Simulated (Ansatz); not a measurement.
**Ba3MgF8: the band gap up the ladder of functionals**

An exercise on one series of results from a longer session: the logs are not shown, and one member is left open.

The runs shown are made with Ansatz 0.2.0. PAW datasets, plane waves. All values are calculated for a non-magnetic cell, which may be hypothetical.

**The cell**

The cell was relaxed beforehand with r2SCAN.

It is orthorhombic, Cmmm (No. 65); conventional cell a = 8.090 Å, b = 11.793 Å, c = 4.352 Å, 17.30 Å³ an atom. Near Ba stand 8 F at 2.59–2.72 Å; near F stand 2 Mg at 2.54 Å and 2 Ba at 2.60 Å and 5 F at 2.61–2.75 Å; near F stand 4 Ba at 2.55–2.59 Å and 1 F at 2.80 Å; near Ba stand 8 F at 2.55–2.73 Å; near F stand 1 Mg at 2.15 Å and 3 Ba at 2.72–2.73 Å.

Structure file:

```cif
data_structure
_symmetry_space_group_name_H-M 'P 1'
_symmetry_Int_Tables_number 1
_cell_length_a 7.1506
_cell_length_b 7.1506
_cell_length_c 4.3521
_cell_angle_alpha 90.000
_cell_angle_beta 90.000
_cell_angle_gamma 111.103
_cell_volume 207.60
loop_
_atom_site_label
_atom_site_type_symbol
_atom_site_fract_x
_atom_site_fract_y
_atom_site_fract_z
_atom_site_occupancy
Ba1 Ba 0.00000 0.00000 0.00000 1
F1 F 0.38922 0.61078 0.50000 1
F2 F 0.11871 0.88129 0.50000 1
Ba2 Ba 0.50000 0.00000 0.50000 1
F3 F 0.82115 0.59396 0.00000 1
F4 F 0.59396 0.82115 0.00000 1
Ba3 Ba 0.00000 0.50000 0.50000 1
F5 F 0.40604 0.17885 0.00000 1
F6 F 0.17885 0.40604 0.00000 1
Mg1 Mg 0.50000 0.50000 0.00000 1
F7 F 0.88129 0.11871 0.50000 1
F8 F 0.61078 0.38922 0.50000 1
```

Set-up of the first run:

input.yaml

```yaml
crystal:
  lattice:
    - [4.0448402709, -5.8966301511, 0.0]
    - [4.0448402709, 5.8966301511, 0.0]
    - [0.0, 0.0, 4.3520779574]
  atoms:
    - { symbol: Ba, position: [0.0, 0.0, 0.0] }
    - { symbol: F, position: [0.3892166984, 0.6107833016, 0.5] }
    - { symbol: F, position: [0.1187080054, 0.8812919946, 0.5] }
    - { symbol: Ba, position: [0.5, 0.0, 0.5] }
    - { symbol: F, position: [0.8211494335, 0.5939552201, 0.0] }
    - { symbol: F, position: [0.5939552201, 0.8211494335, 0.0] }
    - { symbol: Ba, position: [0.0, 0.5, 0.5] }
    - { symbol: F, position: [0.4060447799, 0.1788505665, 0.0] }
    - { symbol: F, position: [0.1788505665, 0.4060447799, 0.0] }
    - { symbol: Mg, position: [0.5, 0.5, 0.0] }
    - { symbol: F, position: [0.8812919946, 0.1187080054, 0.5] }
    - { symbol: F, position: [0.6107833016, 0.3892166984, 0.5] }
kpoints:
  mp_grid: { grid: [4, 4, 6] }
  band_path:
    path:
      - [[0.0, 0.0, 0.0], [-0.5, 0.5, 0.0], [-0.3676345738319, 0.6323654261681, 0.0]]
      - [[0.3676345738319, 0.3676345738319, 0.0], [0.0, 0.0, 0.0], [0.0, 0.0, 0.5], [0.3676345738319, 0.3676345738319, 0.5]]
      - [[-0.3676345738319, 0.6323654261681, 0.5], [-0.5, 0.5, 0.5], [-0.5, 0.5, 0.0]]
      - [[0.0, 0.0, 0.0], [2.007643532448e-17, 0.5, 0.0], [2.007643532448e-17, 0.5, 0.5], [0.0, 0.0, 0.5], [-0.5, 0.5, 0.5]]
    npoints: 10
hamiltonian:
  xc: pbe
scf:
  occupations: { method: fermi_dirac, width: 0.02 }
  n_extra_bands: 7
output:
  forces: true
  stress: true
  eigenvalues: true
```

Steps of the session up to this table: PBE band path; Single point with r2SCAN; Single point with HSE06; PBE+SOC; Single point with PBE0.

One of the session's tables, all rows but one given; the rest of the session is left out.

```
  level  gap (eV)
    PBE      5.20
 r2SCAN         ?
  HSE06      7.06
PBE+SOC      5.20
   PBE0      7.83
```

Q: Estimate the row for r2SCAN from the others.

The run gave: gap (eV): 5.73. In the column «gap (eV)» it lies between PBE+SOC (5.20) and HSE06 (7.06).

Meshes: PBE 4×4×6, r2SCAN 4×4×6, HSE06 2×2×4, PBE+SOC 4×4×6, PBE0 2×2×4

In words: The gap runs from 5.20 eV (PBE+SOC) to 7.83 eV (PBE0). Against HSE06, PBE is short by 1.86 eV, at 74 % of it, and r2SCAN 81 %. PBE0 lies 0.77 eV above HSE06, which differs from it by screening the long-range exchange.

To keep in mind: Warnings in the runs' records: stress scf threshold loose, stress exchange threshold loose.
